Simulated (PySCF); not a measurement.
# C₈H₁₁S+: a look at the electrons, part 2 of 2

Aim: take C₈H₁₁S+ and compute its lowest excited states and localise its valence orbitals.

PySCF 2.14.0; Gaussian basis, gas phase. The steps go on from the part before.

## 4. Localised orbitals (HF/6-31+g*)

The input, input.py:

```python
import numpy as np
from pyscf import gto, scf, dft, lo
from pyscf.data.elements import chemcore

def solve(mol, dm0=None, hcore=None):
    mf = scf.UHF(mol) if mol.spin else scf.RHF(mol)
    mf = mf.density_fit(auxbasis='def2-universal-jkfit')
    mf.conv_tol, mf.max_cycle = 1e-8, 80
    if hcore is not None:
        mf.get_hcore = lambda *args: hcore
    mf.kernel(dm0)
    if not mf.converged:
        mf = mf.newton().run(mf.mo_coeff, mf.mo_occ, max_cycle=30)
    assert mf.converged, 'SCF not converged'
    return mf

mol = gto.M(atom='''
C     -2.89587     0.27118    -0.00036
C     -2.42420    -1.03191     0.00078
C     -1.06067    -1.27422     0.00084
C     -0.18324    -0.19951    -0.00004
S      1.57468    -0.60874     0.00052
C      2.19043     0.37640    -1.39040
C      2.19011     0.37961     1.38986
C     -0.64208     1.10818    -0.00051
C     -2.00769     1.33604    -0.00120
H     -3.95772     0.45975    -0.00017
H     -3.11328    -1.86121     0.00230
H     -0.68089    -2.28380     0.00093
H      1.89374     1.41577    -1.29576
H      1.78208    -0.04656    -2.30405
H      3.27332     0.29065    -1.40820
H      1.78155    -0.04124     2.30439
H      1.89344     1.41876     1.29276
H      3.27300     0.29390     1.40811
H      0.03420     1.94924    -0.00025
H     -2.37505     2.35007    -0.00218
''', basis='6-31+g*', charge=1, spin=0, verbose=4)
mf = solve(mol)
occ_all = mf.mo_coeff[:, mf.mo_occ > 0]
occ = occ_all[:, chemcore(mol):]
loc = lo.ibo.ibo(mol, occ, iaos=lo.iao.iao(mol, occ_all))
fock, s = mf.get_fock(), mf.get_ovlp()
ortho = lo.orth_ao(mol, 'meta_lowdin')
ortho = lo.vec_lowdin(lo.iao.iao(mol, occ_all), s)
labels = lo.iao.reference_mol(mol).ao_labels(fmt=None)
vir = lo.vvo.livvo(mol, occ_all, mf.mo_coeff[:, mf.mo_occ == 0])
both = np.hstack([loc, vir])
p = (ortho.T @ s @ both) ** 2
pop = np.array([p[[l[0] == a for l in labels]].sum(0) for a in range(mol.natm)])
spd = np.array([[p[[l[0] == a and l[2][-1] == k for l in labels]].sum(0) for k in 'spd'] for a in range(mol.natm)])
eps = np.einsum('pi,pq,qi->i', both, fock, both)
for i in np.argsort(eps):
    top = np.argsort(-pop[:, i])[:3]
    print('%3d %s %9.4f Eh ' % (i + 1, 'occ' if i < loc.shape[1] else 'vir', eps[i]), '  '.join('%s%d %.3f' % (mol.atom_symbol(a), a + 1, pop[a, i]) for a in top))
np.savez('result.npz', c=both, nocc=loc.shape[1], pop=pop, spd=spd, eps=eps, e=mf.e_tot)
```

Launch:

```sh
$ OMP_NUM_THREADS=1 python input.py
```

Log:

```text
[ENV] PYSCF_TMPDIR <dir>
[ENV] PYSCF_MAX_MEMORY 1650
[INPUT] verbose = 4
[INPUT] num. atoms = 20
[INPUT] num. electrons = 74
[INPUT] charge = 1
[INPUT] spin (= nelec alpha-beta = 2S) = 0
[INPUT] symmetry False subgroup None
[INPUT] Mole.unit = angstrom
[INPUT] Symbol           X                Y                Z      unit          X                Y                Z       unit  Magmom
[INPUT]  1 C     -2.895870000000   0.271180000000  -0.000360000000 AA   -5.472401192344   0.512455930460  -0.000680301405 Bohr   0.0
[INPUT]  2 C     -2.424200000000  -1.031910000000   0.000780000000 AA   -4.581074071171  -1.950027285200   0.001473986377 Bohr   0.0
[INPUT]  3 C     -1.060670000000  -1.274220000000   0.000840000000 AA   -2.004375808542  -2.407926822443   0.001587369945 Bohr   0.0
[INPUT]  4 C     -0.183240000000  -0.199510000000  -0.000040000000 AA   -0.346273415065  -0.377019259112  -0.000075589045 Bohr   0.0
[INPUT]  5 S      1.574680000000  -0.608740000000   0.000520000000 AA    2.975713933830  -1.150351881068   0.000982657585 Bohr   0.0
[INPUT]  6 C      2.190430000000   0.376400000000  -1.390400000000 AA    4.139312795031   0.711292913286  -2.627475203595 Bohr   0.0
[INPUT]  7 C      2.190110000000   0.379610000000   1.389860000000 AA    4.138708082671   0.717358934146   2.626454751488 Bohr   0.0
[INPUT]  8 C     -0.642080000000   1.108180000000  -0.000510000000 AA   -1.213355350061   2.094156696721  -0.000963760324 Bohr   0.0
[INPUT]  9 C     -2.007690000000   1.336040000000  -0.001200000000 AA   -3.793984243028   2.524749691464  -0.002267671349 Bohr   0.0
[INPUT] 10 H     -3.957720000000   0.459750000000  -0.000170000000 AA   -7.479006877714   0.868801585769  -0.000321253441 Bohr   0.0
[INPUT] 11 H     -3.113280000000  -1.861210000000   0.002300000000 AA   -5.883246549086  -3.517177160302   0.004346370086 Bohr   0.0
[INPUT] 12 H     -0.680890000000  -2.283800000000   0.000930000000 AA   -1.286695620955  -4.315756523282   0.001757445296 Bohr   0.0
[INPUT] 13 H      1.893740000000   1.415770000000  -1.295760000000 AA    3.578649951134   2.675417555375  -2.448631523166 Bohr   0.0
[INPUT] 14 H      1.782080000000  -0.046560000000  -2.304050000000 AA    3.367643132065  -0.087985648360  -4.354023477304 Bohr   0.0
[INPUT] 15 H      3.273320000000   0.290650000000  -1.408200000000 AA    6.185678318061   0.549248898105  -2.661112328613 Bohr   0.0
[INPUT] 16 H      1.781550000000  -0.041240000000   2.304390000000 AA    3.366641577219  -0.077932305377   4.354665984186 Bohr   0.0
[INPUT] 17 H      1.893440000000   1.418760000000   1.292760000000 AA    3.578083033296   2.681067836488   2.442962344793 Bohr   0.0
[INPUT] 18 H      3.273000000000   0.293900000000   1.408110000000 AA    6.185073605701   0.555390508010   2.660942253261 Bohr   0.0
[INPUT] 19 H      0.034200000000   1.949240000000  -0.000250000000 AA    0.064628633460   3.683529751047  -0.000472431531 Bohr   0.0
[INPUT] 20 H     -2.375050000000   2.350070000000  -0.002180000000 AA   -4.488194032148   4.440988673557  -0.004119602952 Bohr   0.0

nuclear repulsion = 513.810153126717
number of shells = 96
number of NR pGTOs = 347
number of NR cGTOs = 188
basis = 6-31+g*
ecp = {}

******** <class 'pyscf.df.df_jk.DFRHF'> ********
method = DFRHF
initial guess = minao
damping factor = 0
level_shift factor = 0
DIIS = <class 'pyscf.scf.diis.CDIIS'>
diis_start_cycle = 1
diis_space = 8
diis_damp = 0
SCF conv_tol = 1e-08
SCF conv_tol_grad = None
SCF max_cycles = 80
direct_scf = False
Set gradient conv threshold to 0.0001
Initial guess from minao.
******** <class 'pyscf.df.df.DF'> ********
auxbasis = def2-universal-jkfit
init E= -709.340901231052
  HOMO = -0.248505415078925  LUMO = 0.0175983608343606  gap/eV = 7.24105
cycle= 1 E= -706.47357893108  delta_E= 2.87  |g|= 0.623  |ddm|= 15.1
  HOMO = -0.529368572900623  LUMO = -0.126381181791506  gap/eV = 10.96585
cycle= 2 E= -706.603642379815  delta_E= -0.13  |g|= 0.271  |ddm|= 8.14
  HOMO = -0.49380353971854  LUMO = -0.0632609294594304  gap/eV = 11.71566
cycle= 3 E= -706.622542325001  delta_E= -0.0189  |g|= 0.096  |ddm|= 6.08
  HOMO = -0.491127433581206  LUMO = -0.063410367050345  gap/eV = 11.63877
cycle= 4 E= -706.625613577672  delta_E= -0.00307  |g|= 0.0315  |ddm|= 1.46
  HOMO = -0.492174508270646  LUMO = -0.064502917355981  gap/eV = 11.63754
cycle= 5 E= -706.625904581181  delta_E= -0.000291  |g|= 0.00506  |ddm|= 0.397
  HOMO = -0.492630202472125  LUMO = -0.0647349898537257  gap/eV = 11.64362
cycle= 6 E= -706.625924111899  delta_E= -1.95e-05  |g|= 0.00234  |ddm|= 0.136
  HOMO = -0.492273403197429  LUMO = -0.0645829931930804  gap/eV = 11.63805
cycle= 7 E= -706.62592925278  delta_E= -5.14e-06  |g|= 0.00116  |ddm|= 0.0292
  HOMO = -0.492346307963878  LUMO = -0.064572510180648  gap/eV = 11.64032
cycle= 8 E= -706.625930840057  delta_E= -1.59e-06  |g|= 0.000485  |ddm|= 0.0181
  HOMO = -0.492357033758622  LUMO = -0.0645671062242568  gap/eV = 11.64076
cycle= 9 E= -706.625931192843  delta_E= -3.53e-07  |g|= 0.000182  |ddm|= 0.00692
  HOMO = -0.492357553989016  LUMO = -0.0645617727437582  gap/eV = 11.64092
cycle= 10 E= -706.625931224028  delta_E= -3.12e-08  |g|= 7.46e-05  |ddm|= 0.00293
  HOMO = -0.492363431509059  LUMO = -0.0645612140992924  gap/eV = 11.64109
cycle= 11 E= -706.625931228417  delta_E= -4.39e-09  |g|= 2.19e-05  |ddm|= 0.0015
  HOMO = -0.492363780710659  LUMO = -0.0645622762768205  gap/eV = 11.64107
Extra cycle  E= -706.625931228617  delta_E= -2e-10  |g|= 1.14e-05  |ddm|= 0.000246
converged SCF energy = -706.625931228617
 Iterative localization: IB/P4/2x2, 12 iter; Final gradient 5.21e-09
 Iterative localization: IB/P4/2x2, 14 iter; Final gradient 7.07e-09
  7 occ   -1.0123 Eh  C4 0.512  C8 0.482  H20 0.002
  2 occ   -1.0080 Eh  C4 0.513  C3 0.480  H11 0.002
 12 occ   -0.9840 Eh  C8 0.508  C9 0.482  C4 0.004
  4 occ   -0.9817 Eh  C3 0.507  C2 0.484  C4 0.003
 14 occ   -0.9724 Eh  C9 0.498  C1 0.495  H11 0.002
 19 occ   -0.9714 Eh  C2 0.496  C1 0.496  H12 0.002
 17 occ   -0.9311 Eh  S5 0.535  C4 0.456  C9 0.001
 18 occ   -0.9134 Eh  S5 0.540  C6 0.455  H16 0.001
 22 occ   -0.9131 Eh  S5 0.540  C7 0.455  H14 0.001
  5 occ   -0.8774 Eh  C7 0.588  H17 0.411  S5 0.000
 15 occ   -0.8774 Eh  C6 0.588  H13 0.411  S5 0.000
 11 occ   -0.8716 Eh  C7 0.591  H18 0.405  S5 0.002
  1 occ   -0.8716 Eh  C6 0.591  H15 0.405  S5 0.002
 10 occ   -0.8674 Eh  C7 0.595  H16 0.401  S5 0.002
 13 occ   -0.8674 Eh  C6 0.595  H14 0.401  S5 0.002
  9 occ   -0.8539 Eh  C8 0.573  H19 0.420  C4 0.002
 16 occ   -0.8441 Eh  C3 0.583  H12 0.410  C4 0.002
  3 occ   -0.8218 Eh  C9 0.585  H20 0.408  C8 0.002
  8 occ   -0.8192 Eh  C1 0.588  H10 0.406  C9 0.002
 21 occ   -0.8189 Eh  C2 0.586  H11 0.407  C3 0.002
  6 occ   -0.8050 Eh  S5 0.989  H13 0.002  H17 0.002
 20 occ   -0.5841 Eh  C4 0.580  C3 0.188  C8 0.173
 24 occ   -0.5444 Eh  C9 0.486  C8 0.264  C1 0.195
 23 occ   -0.5422 Eh  C2 0.487  C3 0.239  C1 0.219
 45 vir    0.1152 Eh  C8 0.504  C9 0.265  C4 0.174
 25 vir    0.1180 Eh  C3 0.516  C2 0.239  C4 0.190
 34 vir    0.1308 Eh  C1 0.540  C2 0.219  C9 0.194
 39 vir    0.1408 Eh  C7 0.534  S5 0.455  C4 0.005
 31 vir    0.1411 Eh  C6 0.534  S5 0.455  C4 0.005
 29 vir    0.1902 Eh  C4 0.526  S5 0.454  C8 0.004
 32 vir    0.3893 Eh  H18 0.589  C7 0.407  C4 0.002
 35 vir    0.3893 Eh  H15 0.589  C6 0.407  C4 0.002
 26 vir    0.3907 Eh  H14 0.594  C6 0.404  C7 0.001
 44 vir    0.3907 Eh  H16 0.594  C7 0.404  C6 0.001
 37 vir    0.3964 Eh  H13 0.583  C6 0.412  S5 0.004
 36 vir    0.3964 Eh  H17 0.583  C7 0.412  S5 0.004
 47 vir    0.4659 Eh  H12 0.580  C3 0.412  C1 0.002
 42 vir    0.4664 Eh  H19 0.570  C8 0.422  C1 0.002
 33 vir    0.4853 Eh  H20 0.583  C9 0.410  C2 0.002
 43 vir    0.4881 Eh  H10 0.585  C1 0.408  C3 0.002
 46 vir    0.4888 Eh  H11 0.584  C2 0.409  C9 0.002
 27 vir    0.6573 Eh  C3 0.513  C4 0.479  C2 0.003
 30 vir    0.6591 Eh  C8 0.510  C4 0.481  C9 0.003
 41 vir    0.6748 Eh  C9 0.510  C8 0.484  C1 0.003
 28 vir    0.6766 Eh  C2 0.509  C3 0.486  C1 0.002
 40 vir    0.6822 Eh  C1 0.499  C9 0.496  C2 0.002
 38 vir    0.6850 Eh  C1 0.497  C2 0.497  C9 0.002
```

Run time: 9.5 s. Hardware: 1 thread of Arm Neoverse V2, shared host; peak memory 0.63 GiB.

## 5. Post-processing

Intrinsic bond orbitals (IBO), occupied:

- σ bond C4–C8 (C4 51 %, C8 48 %; −27.6 eV)
- σ bond C4–C3 (C4 51 %, C3 48 %; −27.4 eV)
- σ bond C8–C9 (C8 51 %, C9 48 %; −26.8 eV)
- σ bond C3–C2 (C3 51 %, C2 48 %; −26.7 eV)
- σ bond C9–C1 (C9 50 %, C1 50 %; −26.5 eV)
- σ bond C2–C1 (C2 50 %, C1 50 %; −26.4 eV)
- σ bond S5–C4 (S5 54 %, C4 46 %; −25.3 eV)
- σ bond S5–C6 (S5 54 %, C6 46 %; −24.9 eV)
- σ bond S5–C7 (S5 54 %, C7 46 %; −24.9 eV)
- σ bond C7–H17 (C7 59 %, H17 41 %; −23.9 eV)
- σ bond C6–H13 (C6 59 %, H13 41 %; −23.9 eV)
- σ bond C7–H18 (C7 59 %, H18 40 %; −23.7 eV)
- σ bond C6–H15 (C6 59 %, H15 40 %; −23.7 eV)
- σ bond C7–H16 (C7 60 %, H16 40 %; −23.6 eV)
- σ bond C6–H14 (C6 60 %, H14 40 %; −23.6 eV)
- σ bond C8–H19 (C8 57 %, H19 42 %; −23.2 eV)
- σ bond C3–H12 (C3 58 %, H12 41 %; −23.0 eV)
- σ bond C9–H20 (C9 58 %, H20 41 %; −22.4 eV)
- σ bond C1–H10 (C1 59 %, H10 41 %; −22.3 eV)
- σ bond C2–H11 (C2 59 %, H11 41 %; −22.3 eV)
- lone pair on S5 (sp1.2-type) (S5 99 %; −21.9 eV)
- multicentre orbital over C4, C3 and C8 (C4 58 %, C3 19 %, C8 17 %; −15.9 eV)
- multicentre orbital over C9, C8 and C1 (C9 49 %, C8 26 %, C1 20 %; −14.8 eV)
- multicentre orbital over C2, C3 and C1 (C2 49 %, C3 24 %, C1 22 %; −14.8 eV)

## 6. Results

This closing draws on all 2 parts.

| quantity | value |
| --- | --- |
| lowest singlet excitation (B3LYP/6-31g*) | 5.19 eV |
| localised occupied orbitals above −45 eV (HF/6-31+g*) | 24 |

**Reading.** All values hold at the given geometry, in the gas phase.
